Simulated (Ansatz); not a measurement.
# ClH2LiOSn (SMILES [Li][O][SnH2][Cl]): single points off equilibrium

How do the functionals fare away from a minimum? The structure is a structure displaced at random from a GFN2-xTB minimum.

Computed with Ansatz 0.2.0, Gaussian basis. Level: single points in def2-TZVPP.

Correlated methods freeze the cores. Filled d shells of the heavier atoms are correlated. Core potentials replace the inner electrons past krypton, and spin-orbit coupling is left out. The outer core shell of Li, Na, Mg and K is correlated. B3LYP uses VWN-RPA correlation.

### 1 Starting geometry

SMILES `[Li][O][SnH2][Cl]`, 6 atoms, charge 0, spin multiplicity 1.

Atoms are counted from 1 here; the program's logs count them from 0.

Bond lengths: Li1–O2 1.554 Å, O2–Sn3 1.819 Å, Sn3–Cl4 2.338 Å, Sn3–H5 1.724 Å, Sn3–H6 1.995 Å. Angles: Li1–O2–Sn3 166.7°, O2–Sn3–Cl4 104.9°, O2–Sn3–H5 109.6°, O2–Sn3–H6 118.2°, Cl4–Sn3–H5 104.8°, Cl4–Sn3–H6 110.3°, H5–Sn3–H6 108.3°.

Geometry (Å):

```mol
ClH2LiOSn
  3D, bonds by distance, orders not assigned

  6  5  0  0  0  0  0  0  0  0999 V2000
    0.6022   -2.6841    0.6055 Li  0  0
    0.4747   -1.1452    0.4324 O   0  0
    0.0156    0.5516   -0.0373 Sn  0  0
   -1.8563    0.3078   -1.4164 Cl  0  0
    1.2328    1.2172   -1.0604 H   0  0
   -0.3645    1.8625    1.4184 H   0  0
  1  2  8  0
  2  3  8  0
  3  4  8  0
  3  5  8  0
  3  6  8  0
M  END
```

### 2 CCSD(T)/def2-TZVPP

File run/in.yaml:

```yaml
crystal:
  periodic: [false, false, false]
  atoms:
    - {symbol: Li, position_ang: [0.602200, -2.684100, 0.605500]}
    - {symbol: O, position_ang: [0.474700, -1.145200, 0.432400]}
    - {symbol: Sn, position_ang: [0.015600, 0.551600, -0.037300]}
    - {symbol: Cl, position_ang: [-1.856300, 0.307800, -1.416400]}
    - {symbol: H, position_ang: [1.232800, 1.217200, -1.060400]}
    - {symbol: H, position_ang: [-0.364500, 1.862500, 1.418400]}
basis:
  gaussian: {orbitals: def2-TZVPP}
correlation: {method: ccsd_t}
output: {forces: true}
```

No record of the launch command was kept for these runs.

### 3 PBE0-D4/def2-TZVPP

Changes to run/in.yaml since step 2:

```diff
@@ -11,3 +11,3 @@
   gaussian: {orbitals: def2-TZVPP}
-correlation: {method: ccsd_t}
-output: {forces: true}
+hamiltonian: {xc: pbe0, dispersion: d4}
+output: {forces: true, orbitals: {seedname: orbitals}}
```

### 4 wB97M-V/def2-TZVPP

Changes to run/in.yaml since step 3:

```diff
@@ -11,3 +11,3 @@
   gaussian: {orbitals: def2-TZVPP}
-hamiltonian: {xc: pbe0, dispersion: d4}
-output: {forces: true, orbitals: {seedname: orbitals}}
+hamiltonian: {xc: {name: wB97M-V}}
+output: {forces: true}
```

### 5 r2SCAN-D4/def2-TZVPP

Changes to run/in.yaml since step 4:

```diff
@@ -11,3 +11,3 @@
   gaussian: {orbitals: def2-TZVPP}
-hamiltonian: {xc: {name: wB97M-V}}
+hamiltonian: {xc: r2scan, dispersion: d4}
 output: {forces: true}
```

### 6 PBE-D4/def2-TZVPP

Changes to run/in.yaml since step 5:

```diff
@@ -11,3 +11,3 @@
   gaussian: {orbitals: def2-TZVPP}
-hamiltonian: {xc: r2scan, dispersion: d4}
+hamiltonian: {xc: pbe, dispersion: d4}
 output: {forces: true}
```

### 7 BHLYP-D4/def2-TZVPP

Changes to run/in.yaml since step 6:

```diff
@@ -11,3 +11,3 @@
   gaussian: {orbitals: def2-TZVPP}
-hamiltonian: {xc: pbe, dispersion: d4}
+hamiltonian: {xc: {name: BHLYP}, dispersion: d4}
 output: {forces: true}
```

### 8 B3LYP-D4/def2-TZVPP

Changes to run/in.yaml since step 7:

```diff
@@ -11,3 +11,3 @@
   gaussian: {orbitals: def2-TZVPP}
-hamiltonian: {xc: {name: BHLYP}, dispersion: d4}
+hamiltonian: {xc: {name: B3LYP}, dispersion: d4}
 output: {forces: true}
```

(Steps that only read results are left out.)

Before running it: what results should come out? Wanted: energy less free atoms, CCSD(T)/def2-TZVPP; RMS force component; RMS force error; HOMO and LUMO, PBE0-D4; T1 diagnostic.

As calculated:

| quantity | value |
| --- | --- |
| energy less free atoms, CCSD(T)/def2-TZVPP | -360.5 kcal/mol |
| RMS force component | 1.102 to 1.218 eV/Å over the methods |
| RMS force error | PBE0-D4 0.088, wB97M-V 0.040, r2SCAN-D4 0.078, PBE-D4 0.229, BHLYP-D4 0.117, B3LYP-D4 0.180 eV/Å |
| HOMO and LUMO, PBE0-D4 | -7.13 and -1.21 eV |
| T1 diagnostic | 0.014 |

Against CCSD(T) the functionals' energies less atoms differ by -13.6 to +8.1 kcal/mol, PBE-D4 by -13.6 kcal/mol. The reference is not at the basis limit: in triple zeta CCSD(T) underbinds, which counts against methods that bind more; the gaps are no ranking. On forces the order runs from wB97M-V to PBE-D4. Frozen-core CCSD(T) forces in triple zeta carry basis errors of their own, and this is one geometry, so small gaps rank nothing.
